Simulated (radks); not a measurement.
# Fractional charge and spin in the 5p shell of tellurium

Aim: the energy as the spin-up occupation of 5p runs from 2 to 3 and the spin-down one from 0 to 1, against the two flat planes that join the four corners. Added charge counts from the emptiest corner (up 2, down 0).

Method: scalar-relativistic Kohn-Sham, LDA (Slater exchange, Perdew-Wang correlation), spin-polarised, spherical densities, finite nucleus. Code: radks (a radial shooting solver on a logarithmic mesh, Libxc functionals) version 1.

## Step 1: The system

| Quantity | Value |
| --- | --- |
| element | tellurium (Z = 52) |
| configuration | [Kr] 4d10 5s2 5p(up 3, down 1) |
| nuclear rms radius | 4.7423 fm |

A shell typed twice in an input gives spin up, then spin down.

## Step 2: 5p: up 3, down 1

The run's settings:

```text
Z 52
configuration [Kr] 4d10 5s2 5p3 5p1
relativity scalar-relativistic
functional lda,pw
spin polarised
nucleus finite rms 4.7423 fm
c 137.035999084
```

## Step 3: 5p: up 2.75, down 1

The run's settings:

```text
Z 52
configuration [Kr] 4d10 5s2 5p2.75 5p1
relativity scalar-relativistic
functional lda,pw
spin polarised
nucleus finite rms 4.7423 fm
c 137.035999084
```

## Step 4: 5p: up 3, down 0.75

The run's settings:

```text
Z 52
configuration [Kr] 4d10 5s2 5p3 5p0.75
relativity scalar-relativistic
functional lda,pw
spin polarised
nucleus finite rms 4.7423 fm
c 137.035999084
```

## Step 5: 5p: up 2.5, down 1

The run's settings:

```text
Z 52
configuration [Kr] 4d10 5s2 5p2.5 5p1
relativity scalar-relativistic
functional lda,pw
spin polarised
nucleus finite rms 4.7423 fm
c 137.035999084
```

## Step 6: 5p: up 3, down 0.5

The run's settings:

```text
Z 52
configuration [Kr] 4d10 5s2 5p3 5p0.5
relativity scalar-relativistic
functional lda,pw
spin polarised
nucleus finite rms 4.7423 fm
c 137.035999084
```

## Step 7: 5p: up 2.25, down 1

The run's settings:

```text
Z 52
configuration [Kr] 4d10 5s2 5p2.25 5p1
relativity scalar-relativistic
functional lda,pw
spin polarised
nucleus finite rms 4.7423 fm
c 137.035999084
```

## Step 8: 5p: up 3, down 0.25

The run's settings:

```text
Z 52
configuration [Kr] 4d10 5s2 5p3 5p0.25
relativity scalar-relativistic
functional lda,pw
spin polarised
nucleus finite rms 4.7423 fm
c 137.035999084
```

## Step 9: 5p: up 2, down 1

The run's settings:

```text
Z 52
configuration [Kr] 4d10 5s2 5p2 5p1
relativity scalar-relativistic
functional lda,pw
spin polarised
nucleus finite rms 4.7423 fm
c 137.035999084
```

## Step 10: 5p: up 3, down 0

The run's settings:

```text
Z 52
configuration [Kr] 4d10 5s2 5p3 5p0
relativity scalar-relativistic
functional lda,pw
spin polarised
nucleus finite rms 4.7423 fm
c 137.035999084
```

## Step 11: 5p: up 2.75, down 0.75

The run's settings:

```text
Z 52
configuration [Kr] 4d10 5s2 5p2.75 5p0.75
relativity scalar-relativistic
functional lda,pw
spin polarised
nucleus finite rms 4.7423 fm
c 137.035999084
```

## Step 12: 5p: up 2.5, down 0.75

The run's settings:

```text
Z 52
configuration [Kr] 4d10 5s2 5p2.5 5p0.75
relativity scalar-relativistic
functional lda,pw
spin polarised
nucleus finite rms 4.7423 fm
c 137.035999084
```

## Step 13: 5p: up 2.75, down 0.5

The run's settings:

```text
Z 52
configuration [Kr] 4d10 5s2 5p2.75 5p0.5
relativity scalar-relativistic
functional lda,pw
spin polarised
nucleus finite rms 4.7423 fm
c 137.035999084
```

## Step 14: 5p: up 2.25, down 0.75

The run's settings:

```text
Z 52
configuration [Kr] 4d10 5s2 5p2.25 5p0.75
relativity scalar-relativistic
functional lda,pw
spin polarised
nucleus finite rms 4.7423 fm
c 137.035999084
```

## Step 15: 5p: up 2.75, down 0.25

The run's settings:

```text
Z 52
configuration [Kr] 4d10 5s2 5p2.75 5p0.25
relativity scalar-relativistic
functional lda,pw
spin polarised
nucleus finite rms 4.7423 fm
c 137.035999084
```

## Step 16: 5p: up 2, down 0.75

The run's settings:

```text
Z 52
configuration [Kr] 4d10 5s2 5p2 5p0.75
relativity scalar-relativistic
functional lda,pw
spin polarised
nucleus finite rms 4.7423 fm
c 137.035999084
```

## Step 17: 5p: up 2.75, down 0

The run's settings:

```text
Z 52
configuration [Kr] 4d10 5s2 5p2.75 5p0
relativity scalar-relativistic
functional lda,pw
spin polarised
nucleus finite rms 4.7423 fm
c 137.035999084
```

## Step 18: 5p: up 2.5, down 0.5

The run's settings:

```text
Z 52
configuration [Kr] 4d10 5s2 5p2.5 5p0.5
relativity scalar-relativistic
functional lda,pw
spin polarised
nucleus finite rms 4.7423 fm
c 137.035999084
```

## Step 19: 5p: up 2.25, down 0.5

The run's settings:

```text
Z 52
configuration [Kr] 4d10 5s2 5p2.25 5p0.5
relativity scalar-relativistic
functional lda,pw
spin polarised
nucleus finite rms 4.7423 fm
c 137.035999084
```

## Step 20: 5p: up 2.5, down 0.25

The run's settings:

```text
Z 52
configuration [Kr] 4d10 5s2 5p2.5 5p0.25
relativity scalar-relativistic
functional lda,pw
spin polarised
nucleus finite rms 4.7423 fm
c 137.035999084
```

## Step 21: 5p: up 2, down 0.5

The run's settings:

```text
Z 52
configuration [Kr] 4d10 5s2 5p2 5p0.5
relativity scalar-relativistic
functional lda,pw
spin polarised
nucleus finite rms 4.7423 fm
c 137.035999084
```

## Step 22: 5p: up 2.5, down 0

The run's settings:

```text
Z 52
configuration [Kr] 4d10 5s2 5p2.5 5p0
relativity scalar-relativistic
functional lda,pw
spin polarised
nucleus finite rms 4.7423 fm
c 137.035999084
```

## Step 23: 5p: up 2.25, down 0.25

The run's settings:

```text
Z 52
configuration [Kr] 4d10 5s2 5p2.25 5p0.25
relativity scalar-relativistic
functional lda,pw
spin polarised
nucleus finite rms 4.7423 fm
c 137.035999084
```

## Step 24: 5p: up 2, down 0.25

The run's settings:

```text
Z 52
configuration [Kr] 4d10 5s2 5p2 5p0.25
relativity scalar-relativistic
functional lda,pw
spin polarised
nucleus finite rms 4.7423 fm
c 137.035999084
```

## Step 25: 5p: up 2.25, down 0

The run's settings:

```text
Z 52
configuration [Kr] 4d10 5s2 5p2.25 5p0
relativity scalar-relativistic
functional lda,pw
spin polarised
nucleus finite rms 4.7423 fm
c 137.035999084
```

## Step 26: 5p: up 2, down 0

The run's settings:

```text
Z 52
configuration [Kr] 4d10 5s2 5p2 5p0
relativity scalar-relativistic
functional lda,pw
spin polarised
nucleus finite rms 4.7423 fm
c 137.035999084
```

What does the calculation give? Wanted: for each run, down \ up; 2; 2.25; 2.5; 2.75; 3.

**Answer**, as computed:

| down \ up | 2 | 2.25 | 2.5 | 2.75 | 3 |
| --- | --- | --- | --- | --- | --- |
| 0 | 0.000 | -0.812 | -1.076 | -0.801 | 0.000 |
| 0.25 | -0.768 | -1.003 | -0.703 | 0.121 | -0.681 |
| 0.5 | -1.019 | -0.690 | 0.160 | -0.619 | -0.901 |
| 0.75 | -0.761 | 0.119 | -0.633 | -0.891 | -0.669 |
| 1 | 0.000 | -0.723 | -0.955 | -0.708 | 0.000 |

In words: The table gives the energy in eV minus the planes, whose edge runs along up + down = one added electron. With half an added electron in each spin it lies 0.16 eV above the planes. With half an electron added in spin up alone it lies 1.08 eV below them. The planes are only a guide here: the condition holds for ground states with one frontier orbital, and this shell is degenerate.
